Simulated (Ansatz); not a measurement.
**GaAsH₆: up Jacob's ladder to CCSD(T)**

How much do the methods differ for GaAsH₆? The plan is to run it at one geometry with functionals of several rungs and with coupled cluster. The yardstick is the atomisation energy at the CCSD(T) limit.

The runs use Ansatz 0.2.0, Gaussian basis; functionals in def2-TZVPP, the program's frozen cores in correlated methods.

The runs, in order: LDA (SPW92), PBE-D4, revPBE-D4, BLYP-D4, r2SCAN-D4, B97M-V, PBE0-D4, B3LYP-D4, r2SCANh-D4, r2SCAN0-D4, HSE06-D4, BHLYP-D4, CAM-B3LYP-D4, LC-ωPBE, ωB97X-V, ωB97M-V, B2PLYP, PBE-QIDH; CCSD(T)/def2-SVP; CCSD(T)/def2-TZVPP; CCSD(T)/def2-QZVPP; extrapolation to the limit; RPA on PBE.

## 1. The geometry

An earlier PBE0-D4 in a triple-zeta def2 set relaxation fixed the geometry.

SMILES `[GaH3-][AsH3+]`, 8 atoms, charge 0, spin multiplicity 1.

Atoms are counted from 1 here; the program's logs count them from 0.

Bond lengths: Ga1–As2 2.660 Å, Ga1–H3 1.574 Å, Ga1–H4 1.574 Å, Ga1–H5 1.574 Å, As2–H6 1.509 Å, As2–H7 1.509 Å, As2–H8 1.509 Å. Angles: As2–Ga1–H3 96.1°, As2–Ga1–H4 96.0°, As2–Ga1–H5 96.1°, H3–Ga1–H4 118.9°, H3–Ga1–H5 118.9°, H4–Ga1–H5 118.9°, Ga1–As2–H6 120.3°, Ga1–As2–H7 120.4°, Ga1–As2–H8 120.3°, H6–As2–H7 96.8°, H6–As2–H8 96.8°, H7–As2–H8 96.8°.

## 2. LDA

This LDA is Slater exchange with PW92 correlation.

File in.yaml:

```yaml
crystal:
  periodic: [false, false, false]
  atoms:
    - {symbol: Ga, position_ang: [-0.484038, 0.147844, -1.471233]}
    - {symbol: As, position_ang: [0.365017, -0.117647, 1.035961]}
    - {symbol: H, position_ang: [0.423185, -0.988130, -2.075548]}
    - {symbol: H, position_ang: [-1.996507, -0.166903, -1.167626]}
    - {symbol: H, position_ang: [-0.038042, 1.648346, -1.639499]}
    - {symbol: H, position_ang: [1.005175, 1.046845, 1.750888]}
    - {symbol: H, position_ang: [1.421059, -1.139309, 1.379416]}
    - {symbol: H, position_ang: [-0.603750, -0.488146, 2.131941]}
basis:
  gaussian: {orbitals: def2-TZVPP}
hamiltonian: {xc: lda}
output: {orbitals: {seedname: orbitals}}
```

On the command line:

```bash
ansatz run in.yaml --threads 2 --pin off --events-out ev --progress --plain --max-ram 32768MiB --backend cpu
```

Further steps of the session: PBE-D4 (GGA); revPBE-D4 (GGA); BLYP-D4 (GGA); r2SCAN-D4 (meta-GGA); B97M-V (meta-GGA); B3LYP-D4 (hybrid); r2SCANh-D4 (hybrid); r2SCAN0-D4 (hybrid); HSE06-D4 (hybrid); BHLYP-D4 (hybrid); CAM-B3LYP-D4 (range-separated); LC-ωPBE (range-separated); ωB97X-V (range-separated); ωB97M-V (range-separated); B2PLYP (double hybrid); PBE-QIDH (double hybrid); CCSD(T) in def2-SVP; CCSD(T) in def2-TZVPP; CCSD(T) in def2-QZVPP; RPA on PBE orbitals.

Q: Predict the results of all the runs planned. Wanted: atomisation energy, CCSD(T)/CBS; farthest beyond LDA; mean size of error, GGA; mean size of error, meta-GGA; mean size of error, hybrid; mean size of error, range-separated; mean size of error, double hybrid; gap, smallest and largest; T1 diagnostic.

As calculated:

| quantity | value |
| --- | --- |
| atomisation energy, CCSD(T)/CBS | 18.768 eV |
| functionals within 0.188 eV (1.0 %) | r2SCAN-D4, B3LYP-D4, r2SCANh-D4, CAM-B3LYP-D4, ωB97M-V |
| farthest beyond LDA | revPBE-D4 (-0.706 eV) |
| mean size of error, GGA | 0.471 eV |
| mean size of error, meta-GGA | 0.185 eV |
| mean size of error, hybrid | 0.265 eV |
| mean size of error, range-separated | 0.220 eV |
| mean size of error, double hybrid | 0.426 eV |
| gap, smallest and largest | 5.34 eV (LDA (SPW92)), 12.36 eV (LC-ωPBE) |
| T1 diagnostic | 0.0123 |
| triples share of the correlation energy | 3.3 % |

In words: LDA overbinds by 2.299 eV (12 %). PBE-D4 is off by -0.425 eV. Double hybrids carry the basis error of their MP2 part in triple zeta, and no dispersion term here, so their miss is partly the set-up's. Taken by rung, meta-GGA functionals do best (0.185 eV on average) and GGA ones worst beyond LDA (0.471 eV). The gap between the best rungs is small, so their order is not settled. Misses under about 0.188 eV are within the doubt on the reference itself, which lacks core-valence correlation, relativity and higher excitations, and its outer-core shells are covered unevenly. Hartree-Fock recovers 71 % of the binding; the rest is correlation. CCSD(T) in def2-SVP is off by -1.307 eV, so the small basis spoils what the method gains. The gap grows from 5.3 to 12.4 eV across the functionals, mostly with the share of exact exchange. Correlated methods include outer-core shells of As, Ga, which these sets cover unevenly.
